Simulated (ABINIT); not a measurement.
# CoO (Fm-3m) in ABINIT: single point with PBEsol

Aim: the single point of CoO with PBEsol.

Program: ABINIT 10.8.3 (patched build). These are calculated values, not measurements. Logs are shortened: lines on timing, memory, paths and dates and some standing lists are left out, and cuts for length are marked. The log counts tension as positive stress, the text compression.

### Step 1. The cell of the first run

It takes space group Fm-3m (No. 225, cubic). The conventional cell has a = 4.146 Å, b = 4.146 Å, c = 4.146 Å, α = 90.00°, β = 90.00°, γ = 90.00°. Around Co (site symmetry m-3m) lie 6 O at 2.07 Å. Around O (site symmetry m-3m) lie 6 Co at 2.07 Å.

### Step 2. Single point, PBEsol, collinear spin, ferromagnetic start (cell squeezed)

run.abi reads:

```
# Pseudopotentials
pp_dirpath "./"
pseudos "Co.upf, O.upf"

# Structure
acell 2.9317703532 2.9317703532 2.9317703532 Angstrom
rprim
     0.0000000000     0.7071067812     0.7071067812
     0.7071067812     0.0000000000     0.7071067812
     0.7071067812     0.7071067812     0.0000000000
ntypat 2
znucl 27 8
natom 2
typat 1 2
xred
     0.0000000000     0.0000000000     0.0000000000
     0.5000000000     0.5000000000     0.5000000000
chkprim 0
chksymtnons 0
tolsym 1.0e-6

# Plane-wave basis
ecut 31.2

# k points
kptopt 1
ngkpt 8 8 8
nshiftk 1
shiftk 0.0 0.0 0.0

# Exchange and correlation
ixc -116133

# Bands and occupations
nband 16
occopt 3
tsmear 0.05 eV

# Spin
nsppol 2
spinat
     0.0000000000     0.0000000000     2.0000000000
     0.0000000000     0.0000000000     0.0000000000

# SCF cycle
nstep 100
tolvrs 1.0e-10

# Output
iomode 3
prtwf 0
prtden 0
prteig 0
prtebands 0
enunit 2
```

Potentials or basis: PseudoDojo NC SR PBEsol v0.4.1 standard.

Started as:

```
abinit run.abi > log 2>&1
```

run.abo:

```text
.Version 10.8.3 of ABINIT
 Symmetries : space group Fm -3 m (#225); Bravais cF (face-center cubic)
================================================================================
 Values of the parameters that define the memory need of the present run
     intxc =       0    ionmov =       0      iscf =       7    lmnmax =       6
     lnmax =       6     mgfft =      30  mpssoang =       3    mqgrid =    3001
     natom =       2  nloc_mem =       1    nspden =       2   nspinor =       1
    nsppol =       2      nsym =      48    n1xccc =    2501    ntypat =       2
    occopt =       3   xclevel =       2
       mpw =        1012          nfft =       27000          nkpt =          29
================================================================================
================================================================================

--------------------------------------------------------------------------------
------------- Echo of variables that govern the present computation ------------
--------------------------------------------------------------------------------
 -outvars: echo values of preprocessed input variables --------
            acell      5.5402430316E+00  5.5402430316E+00  5.5402430316E+00 Bohr
              amu      5.89332000E+01  1.59994000E+01
          chkprim           0
      chksymtnons           0
             ecut      3.12000000E+01 Hartree
           enunit           2
              ixc     -116133
         kptrlatt        8    0    0      0    8    0      0    0    8
          kptrlen      4.43219443E+01
            natom           2
            nband          16
            ngfft          30      30      30
             nkpt          29
           nspden           2
           nsppol           2
            nstep         100
             nsym          48
           ntypat           2
           occopt           3
           prtden           0
        prtebands           0
           prteig           0
            prtwf           0
            rprim      0.0000000000E+00  7.0710678120E-01  7.0710678120E-01
                       7.0710678120E-01  0.0000000000E+00  7.0710678120E-01
                       7.0710678120E-01  7.0710678120E-01  0.0000000000E+00
          spgroup         225
           spinat      0.0000000000E+00  0.0000000000E+00  2.0000000000E+00
                       0.0000000000E+00  0.0000000000E+00  0.0000000000E+00
           tolsym      1.00000000E-06
           tolvrs      1.00000000E-10
           tsmear      1.83746611E-03 Hartree
            typat      1  2
           xangst      0.0000000000E+00  0.0000000000E+00  0.0000000000E+00
                       2.0730746977E+00  2.0730746977E+00  2.0730746977E+00
            xcart      0.0000000000E+00  0.0000000000E+00  0.0000000000E+00
                       3.9175434171E+00  3.9175434171E+00  3.9175434171E+00
             xred      0.0000000000E+00  0.0000000000E+00  0.0000000000E+00
                       5.0000000000E-01  5.0000000000E-01  5.0000000000E-01
            znucl       27.00000    8.00000

================================================================================

 chkinp: Checking input parameters for consistency.

================================================================================
== DATASET  1 ==================================================================

--- !DatasetInfo
iteration_state: {dtset: 1, }
dimensions: {natom: 2, nkpt: 29, mband: 16, nsppol: 2, nspinor: 1, nspden: 2, mpw: 1012, }
cutoff_energies: {ecut:  31.2, pawecutdg:  -1.0, }
electrons: {nelect:   2.30000000E+01, charge:   0.00000000E+00, occopt:   3.00000000E+00, tsmear:   1.83746611E-03, }
meta: {optdriver: 0, ionmov: 0, optcell: 0, iscf: 7, paral_kgb: 0, }
...

 Real(R)+Recip(G) space primitive vectors, cartesian coordinates (Bohr,Bohr^-1):
 R(1)=  0.0000000  3.9175434  3.9175434  G(1)= -0.1276310  0.1276310  0.1276310
 R(2)=  3.9175434  0.0000000  3.9175434  G(2)=  0.1276310 -0.1276310  0.1276310
 R(3)=  3.9175434  3.9175434  0.0000000  G(3)=  0.1276310  0.1276310 -0.1276310
 Unit cell volume ucvol=  1.2024622E+02 bohr^3
 Angles (23,13,12)=  6.00000000E+01  6.00000000E+01  6.00000000E+01 degrees

 getcut: wavevector=  0.0000  0.0000  0.0000  ngfft=  30  30  30
         ecut(hartree)=     31.200   => boxcut(ratio)=   2.15592

--- Pseudopotential description ------------------------------------------------
- pspini: atom type   1  psp file is ./Co.upf
12 -116133 2 -1 1388                          pspcod,pspxc,lmax,lloc,mmax
     nproj     2     2     2
[... 59 lines left out ...]
xred      :
- [  0.0000E+00,   0.0000E+00,   0.0000E+00, Co]
- [  5.0000E-01,   5.0000E-01,   5.0000E-01,  O]
cartesian_forces: # hartree/bohr
- [ -0.00000000E+00,  -0.00000000E+00,  -0.00000000E+00, ]
- [ -0.00000000E+00,  -0.00000000E+00,  -0.00000000E+00, ]
force_length_stats: {min:   0.00000000E+00, max:   0.00000000E+00, mean:   0.00000000E+00, }
...

 Integrated electronic and magnetization densities in atomic spheres:
 ------------------------------------------------------------------------------------------------------------
 Radius=ratsph(iatom), smearing ratsm=  0.0000. Diff(up-dn)=approximate z local magnetic moment.
    Atom    Radius    up_density   dn_density  Total(up+dn)  Diff(up-dn)
    1 Co   2.00000     8.783024     6.345053     15.128077     2.437971
    2  O   2.00000     3.310016     2.974819      6.284835     0.335198
 ------------------------------------------------------------------------------------------------------------
  Sum:                12.093040     9.319872     21.412912     2.773169
 Total magnetization (from the atomic spheres):                2.773169
 Total magnetization (exact up - dn):                          2.801936

================================================================================

 ----iterations are completed or convergence reached----

 Mean square residual over all n,k,spin=   10.642E-12; max=  90.628E-10
 reduced coordinates (array xred) for    2 atoms
       0.000000000000      0.000000000000      0.000000000000
       0.500000000000      0.500000000000      0.500000000000
 rms dE/dt=  0.0000E+00; max dE/dt=  0.0000E+00; dE/dt below (all hartree)
    1       0.000000000000      0.000000000000      0.000000000000
    2       0.000000000000      0.000000000000      0.000000000000

 cartesian coordinates (angstrom) at end:
    1      0.00000000000000     0.00000000000000     0.00000000000000
    2      2.07307469766884     2.07307469766884     2.07307469766884

 cartesian forces (hartree/bohr) at end:
    1     -0.00000000000000    -0.00000000000000    -0.00000000000000
    2     -0.00000000000000    -0.00000000000000    -0.00000000000000
 frms,max,avg= 0.0000000E+00 0.0000000E+00   0.000E+00  0.000E+00  0.000E+00 h/b

 cartesian forces (eV/Angstrom) at end:
    1     -0.00000000000000    -0.00000000000000    -0.00000000000000
    2     -0.00000000000000    -0.00000000000000    -0.00000000000000
 frms,max,avg= 0.0000000E+00 0.0000000E+00   0.000E+00  0.000E+00  0.000E+00 e/A
 length scales=  5.540243031604  5.540243031604  5.540243031604 bohr
              =  2.931770353200  2.931770353200  2.931770353200 angstroms
 Fermi (or HOMO) energy (hartree) =   0.36931   Average Vxc (hartree)=  -0.50195
 Magnetization (Bohr magneton)=  2.80193618E+00
 Total spin up =  1.29009681E+01   Total spin down =  1.00990319E+01
 Eigenvalues (hartree) for nkpt=  29  k points, SPIN UP:
 kpt#   1, nband= 16, wtk=  0.00195, kpt=  0.0000  0.0000  0.0000 (reduced coord)
  -3.19185   -1.84272   -1.84272   -1.84272   -0.40234    0.23632    0.23632    0.23632
   0.24579    0.24579    0.25062    0.25062    0.25062    0.41726    0.98714    1.05622
      occupation numbers for kpt#   1
   1.00000    1.00000    1.00000    1.00000    1.00000    1.00000    1.00000    1.00000
   1.00000    1.00000    1.00000    1.00000    1.00000    0.00000    0.00000    0.00000
 prteigrs : prtvol=0 or 1, do not print more k-points.

 Eigenvalues (hartree) for nkpt=  29  k points, SPIN DOWN:
 kpt#   1, nband= 16, wtk=  0.00195, kpt=  0.0000  0.0000  0.0000 (reduced coord)
  -3.10294   -1.74807   -1.74807   -1.74807   -0.38355    0.25822    0.25822    0.25822
   0.32398    0.32398    0.32398    0.35970    0.35970    0.43571    0.98527    1.07689
      occupation numbers for kpt#   1
   1.00000    1.00000    1.00000    1.00000    1.00000    1.00000    1.00000    1.00000
   1.00000    1.00000    1.00000    0.99467    0.99467    0.00000    0.00000    0.00000
 prteigrs : prtvol=0 or 1, do not print more k-points.

 Fermi (or HOMO) energy (eV) =  10.04945   Average Vxc (eV)= -13.65870
 Eigenvalues (   eV  ) for nkpt=  29  k points, SPIN UP:
 kpt#   1, nband= 16, wtk=  0.00195, kpt=  0.0000  0.0000  0.0000 (reduced coord)
 -86.85475  -50.14308  -50.14308  -50.14308  -10.94811    6.43068    6.43068    6.43068
   6.68834    6.68834    6.81981    6.81981    6.81981   11.35413   26.86134   28.74120
 prteigrs : prtvol=0 or 1, do not print more k-points.

 Eigenvalues (   eV  ) for nkpt=  29  k points, SPIN DOWN:
 kpt#   1, nband= 16, wtk=  0.00195, kpt=  0.0000  0.0000  0.0000 (reduced coord)
 -84.43538  -47.56739  -47.56739  -47.56739  -10.43701    7.02645    7.02645    7.02645
   8.81608    8.81608    8.81608    9.78801    9.78801   11.85621   26.81049   29.30368
 prteigrs : prtvol=0 or 1, do not print more k-points.

--- !EnergyTerms
iteration_state     : {dtset: 1, }
comment             : Components of total free energy in Hartree
kinetic             :  7.88692032876709E+01
hartree             :  4.36358210238118E+01
xc                  : -3.19289436453938E+01
Ewald energy        : -1.09276752052221E+02
psp_core            :  4.78610780608039E+00
local_psp           : -1.33654056995096E+02
non_local_psp       : -2.16163761468850E+01
internal            : -1.69184996722033E+02
'-kT*entropy'       : -1.10622408862272E-03
total_energy        : -1.69186102946121E+02
total_energy_eV     : -4.60378839471921E+03
band_energy         : -1.47458079861538E+01
...

 Cartesian components of stress tensor (hartree/bohr^3)
  sigma(1 1)=  4.96788744E-03  sigma(3 2)=  0.00000000E+00
  sigma(2 2)=  4.96788744E-03  sigma(3 1)=  0.00000000E+00
  sigma(3 3)=  4.96788744E-03  sigma(2 1)=  0.00000000E+00

-Cartesian components of stress tensor (GPa)         [Pressure= -1.4616E+02 GPa]
- sigma(1 1)=  1.46160295E+02  sigma(3 2)=  0.00000000E+00
- sigma(2 2)=  1.46160295E+02  sigma(3 1)=  0.00000000E+00
- sigma(3 3)=  1.46160295E+02  sigma(2 1)=  0.00000000E+00

== END DATASET(S) ==============================================================
================================================================================

 -outvars: echo values of variables after computation  --------
            acell      5.5402430316E+00  5.5402430316E+00  5.5402430316E+00 Bohr
           etotal     -1.6918610295E+02
            fcart     -0.0000000000E+00 -0.0000000000E+00 -0.0000000000E+00
                      -0.0000000000E+00 -0.0000000000E+00 -0.0000000000E+00
            rprim      0.0000000000E+00  7.0710678120E-01  7.0710678120E-01
                       7.0710678120E-01  0.0000000000E+00  7.0710678120E-01
                       7.0710678120E-01  7.0710678120E-01  0.0000000000E+00
           strten      4.9678874448E-03  4.9678874448E-03  4.9678874448E-03
                       0.0000000000E+00  0.0000000000E+00  0.0000000000E+00
           xangst      0.0000000000E+00  0.0000000000E+00  0.0000000000E+00
                       2.0730746977E+00  2.0730746977E+00  2.0730746977E+00
             xred      0.0000000000E+00  0.0000000000E+00  0.0000000000E+00
                       5.0000000000E-01  5.0000000000E-01  5.0000000000E-01
 Calculation completed.
```

Wall time 44 s (1 thread of AMD EPYC 7R43 (Zen 3), shared host); peak memory 0.07 GiB.

Results:

* Free energy: -4603.7884 eV
* Pressure: -146.2 GPa
* Band gap on the k mesh: none (metal or under the smearing width)
* Net moment: 2.80 μB per cell
* Site moments: Co +2.44; O +0.34 μB
* Valence electrons inside the program's atomic spheres: Co 15.13; O 6.28

Levels at points of the mesh, in eV from the Fermi level:
Spin up:
```tsv
k point	band 9	band 10	band 11	band 12	band 13	band 14	band 15	band 16
(0.00, 0.00, 0.00)	-3.36	-3.36	-3.23	-3.23	-3.23	1.30	16.81	18.69
(0.50, 0.00, 0.00)	-2.43	-2.43	-1.77	0.25	0.25	5.04	9.95	13.79
(0.50, 0.50, 0.00)	-4.31	-2.97	-2.26	-2.07	-2.07	6.28	10.12	11.97
```
Spin down:
| k point | band 7 | band 8 | band 9 | band 10 | band 11 | band 12 | band 13 | band 14 |
| --- | --- | --- | --- | --- | --- | --- | --- | --- |
| (0.00, 0.00, 0.00) | -3.02 | -3.02 | -1.23 | -1.23 | -1.23 | -0.26 | -0.26 | 1.81 |
| (0.50, 0.00, 0.00) | -5.34 | -5.34 | -0.17 | -0.17 | 0.25 | 2.73 | 2.73 | 5.31 |
| (0.50, 0.50, 0.00) | -4.40 | -4.40 | -2.62 | 0.18 | 0.18 | 0.26 | 0.93 | 7.00 |

Caveat: the cutoff is short for stress, so the pressure is rough; Libxc's GGAs can fail where the two spin gradients oppose each other; a cell with one magnetic atom can't hold antiferromagnetic order, which such compounds often take; semilocal functionals often make such compounds metallic where correlation or magnetic order opens a gap, which also shifts bond lengths.
